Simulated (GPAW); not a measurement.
The system is Zn3H.

```
Zn H
1.0
     0.00000    2.99658    2.99658
     2.99658    0.00000    2.99658
     2.99658    2.99658    0.00000
Zn H
3 1
Direct
  0.50000 0.50000 0.50000
  0.25000 0.25000 0.25000
  0.75000 0.75000 0.75000
  0.00000 0.00000 0.00000
```

The cell was built by a generator and needn't be a form met in nature.

Base run:

```yaml
Program: GPAW 26.7.0
Functional: revPBE
Potentials_or_basis: the program's PAW data sets (release 1.2.1) made for this functional
Cutoff: 600 eV
Basis: pw
k_mesh: 6 × 6 × 6
Occupations: fermi-dirac, width 0.05 eV
Spin: no spin polarisation
```

Its results: pressure 1.8 GPa.

Task: After a change of settings the same cell gave: pressure 2.6 GPa. Which change was it?
A. functional from revPBE to LDA
B. functional from revPBE to RPBE
C. functional from revPBE to BLYP; potentials or basis from the program's PAW data sets (release 1.2.1) made for this functional to PAW data sets generated in the run's folder for this functional
D. functional from revPBE to PBE; potentials or basis from the program's PAW data sets (release 1.2.1) made for this functional to GPAW PAW data sets (gpaw-data 1.2.1)

Result: B.
